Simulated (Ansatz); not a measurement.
# CoNiO2: the cost of one run

Program: Ansatz 0.2.0. Level of theory: DFT PBE+U, scalar-relativistic, plane waves, PAW. These are calculated values, not measurements.

1 further run of the same task is left out (for a known fault of the program).

## (1) The system as given

It takes space group Imma (No. 74, orthorhombic). The conventional cell has a = 5.964 Å, b = 8.435 Å, c = 5.964 Å, α = 90.00°, β = 90.00°, γ = 90.00°. Co (site symmetry 2/m) has 6 O at 2.11 Å as nearest neighbours. Around Ni (site symmetry 2/m) lie 6 O at 2.11 Å. Around O (site symmetry 2) lie 3 Co at 2.11 Å and 3 Ni at 2.11 Å. O (site symmetry mm2) has 2 Co at 2.11 Å and 4 Ni at 2.11 Å as nearest neighbours. Around O (site symmetry mm2) lie 4 Co at 2.11 Å and 2 Ni at 2.11 Å.

Coordinates:

```cif
data_structure
_symmetry_space_group_name_H-M 'P 1'
_symmetry_Int_Tables_number 1
_cell_length_a 5.9643
_cell_length_b 5.9643
_cell_length_c 5.9643
_cell_angle_alpha 60.000
_cell_angle_beta 60.000
_cell_angle_gamma 60.000
_cell_volume 150.03
loop_
_atom_site_label
_atom_site_type_symbol
_atom_site_fract_x
_atom_site_fract_y
_atom_site_fract_z
_atom_site_occupancy
Co1 Co 0.50000 0.50000 0.50000 1
Co2 Co 0.50000 0.00000 0.50000 1
Co3 Co 0.50000 0.50000 0.00000 1
Ni1 Ni 0.50000 0.00000 0.00000 1
Ni2 Ni 0.00000 0.50000 0.50000 1
Co4 Co 0.00000 0.00000 0.50000 1
Ni3 Ni 0.00000 0.50000 0.00000 1
Ni4 Ni 0.00000 0.00000 0.00000 1
O1 O 0.25000 0.25000 0.25000 1
O2 O 0.25000 0.75000 0.25000 1
O3 O 0.25000 0.25000 0.75000 1
O4 O 0.25000 0.75000 0.75000 1
O5 O 0.75000 0.25000 0.25000 1
O6 O 0.75000 0.75000 0.25000 1
O7 O 0.75000 0.25000 0.75000 1
O8 O 0.75000 0.75000 0.75000 1
```

## (2) Relax cell and atoms

input.yaml reads:

```yaml
crystal:
  lattice:
    - [0.0, -4.21740164, -4.21740164]
    - [-4.21740164, -4.21740164, 0.0]
    - [-4.21740164, 0.0, -4.21740164]
  atoms:
    - { symbol: Co, position: [0.5, 0.5, 0.5], spin: 2.84 }
    - { symbol: Co, position: [0.5, 0.0, 0.5], spin: 2.84 }
    - { symbol: Co, position: [0.5, 0.5, 0.0], spin: 2.85 }
    - { symbol: Ni, position: [0.5, 0.0, 0.0], spin: 1.9 }
    - { symbol: Ni, position: [0.0, 0.5, 0.5], spin: 1.9 }
    - { symbol: Co, position: [0.0, 0.0, 0.5], spin: 2.85 }
    - { symbol: Ni, position: [0.0, 0.5, 0.0], spin: 1.9 }
    - { symbol: Ni, position: [0.0, 0.0, 0.0], spin: 1.9 }
    - { symbol: O, position: [0.25, 0.25, 0.25], spin: 0.24 }
    - { symbol: O, position: [0.25, 0.75, 0.25], spin: 0.24 }
    - { symbol: O, position: [0.25, 0.25, 0.75], spin: 0.23 }
    - { symbol: O, position: [0.25, 0.75, 0.75], spin: 0.25 }
    - { symbol: O, position: [0.75, 0.25, 0.25], spin: 0.25 }
    - { symbol: O, position: [0.75, 0.75, 0.25], spin: 0.23 }
    - { symbol: O, position: [0.75, 0.25, 0.75], spin: 0.24 }
    - { symbol: O, position: [0.75, 0.75, 0.75], spin: 0.24 }
basis:
  ecutwfc: 420
kpoints:
  mp_grid: { grid: [4, 4, 4] }
hamiltonian:
  xc: pbe
  hubbard:
    sites:
      - { species: Co, l: d, u_eff: 3.32 }
      - { species: Ni, l: d, u_eff: 6.2 }
scf:
  occupations: { method: gaussian, width: 0.1 }
output:
  forces: true
  stress: true
  eigenvalues: true
  populations: true
magnetization:
  spin_polarized: true
relax:
  adjacent_minimum: "off"
  f_tol: 0.05
  max_steps: 80
  cell: { stress_tol: 0.5 }
```

Run with:

```sh
ansatz run input.yaml --threads 8 --pin off --max-ram 22528MiB --backend cpu --events-out ev --progress --plain --runs-dir out
```

What time and memory should one allow on 8 threads of Intel Xeon 6975P-C (Granite Rapids), shared host?

About 79 s, with a peak of 1.9 GiB.
